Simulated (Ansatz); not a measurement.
**YbSi (CsCl type): equation of state and elastic constants**

An exercise on one series of results from a longer session: the logs are not shown, and one member is left open.

Computed with Ansatz 0.2.0 (DFT PBEsol, scalar-relativistic, plane waves, PAW, unless a step's input says otherwise).

## The system as given

Symmetry: Pm-3m, No. 221, cubic system. Conventional cell: a = 3.416 Å, b = 3.416 Å, c = 3.416 Å, α = 90.00°, β = 90.00°, γ = 90.00°. Around Yb (site symmetry m-3m) lie 8 Si at 2.96 Å. Si (site symmetry m-3m) has 8 Yb at 2.96 Å as nearest neighbours.

As a file:

```cif
data_structure
_symmetry_space_group_name_H-M 'Pm-3m'
_symmetry_Int_Tables_number 221
_cell_length_a 3.4165
_cell_length_b 3.4165
_cell_length_c 3.4165
_cell_angle_alpha 90.000
_cell_angle_beta 90.000
_cell_angle_gamma 90.000
_cell_volume 39.88
loop_
_atom_site_label
_atom_site_type_symbol
_atom_site_symmetry_multiplicity
_atom_site_Wyckoff_symbol
_atom_site_fract_x
_atom_site_fract_y
_atom_site_fract_z
_atom_site_occupancy
Yb1 Yb 1 a 0.00000 0.00000 0.00000 1
Si1 Si 1 b 0.50000 0.50000 0.50000 1
```

An earlier run at PBEsol left this cell at 19.939 Å³/atom and 0.01 GPa (8×8×8 mesh).

Volume factors to run: 0.980, 1.020, 0.960, 1.040.

Set-up of the first run:

File input.yaml:

```yaml
crystal:
  lattice:
    - [3.3935266523, 0.0, 0.0]
    - [0.0, 3.3935266523, 0.0]
    - [0.0, 0.0, 3.3935266523]
  atoms:
    - { symbol: Yb, position: [0.0, 0.0, 0.0] }
    - { symbol: Si, position: [0.5, 0.5, 0.5] }
basis:
  ecutwfc: 420
  ecutrho_ratio: 4
kpoints:
  mp_grid: { grid: [8, 8, 8] }
hamiltonian:
  xc: pbesol
scf:
  occupations: { method: gaussian, width: 0.05 }
output:
  forces: true
  stress: true
  eigenvalues: true
```

Among the steps run: At 0.980 of the relaxed volume; Scaling the volume by 1.020; Scaling the volume by 0.960; Volume × 1.040.

One table of the session follows, with a row left open; its other results are not shown here.

It belongs to the step «Energy and pressure against volume». 

| volume (Å³/atom) | energy (meV/atom) | pressure (GPa) |
| --- | --- | --- |
| 19.141 | 6.98 | 3.00 |
| 19.540 | ? | ? |
| 19.939 | 0.00 | 0.01 |
| 20.338 | 1.56 | -1.25 |
| 20.736 | 6.22 | -2.40 |

Estimate the missing values for volume (Å³/atom) = 19.540.

Worked estimate for «energy (meV/atom)». A straight line through the neighbours (19.141, 6.98) and (19.939, 0.00) gives 6.98 + (0.00 − 6.98) × (19.540 − 19.141) / (19.939 − 19.141) = 3.49; a parabola fitted to 3 rows on both sides gives 1.81.

**Answer.** energy (meV/atom): 1.63; pressure (GPa): 1.39. In «energy (meV/atom)» the line misses by +1.86 and the parabola by +0.18.
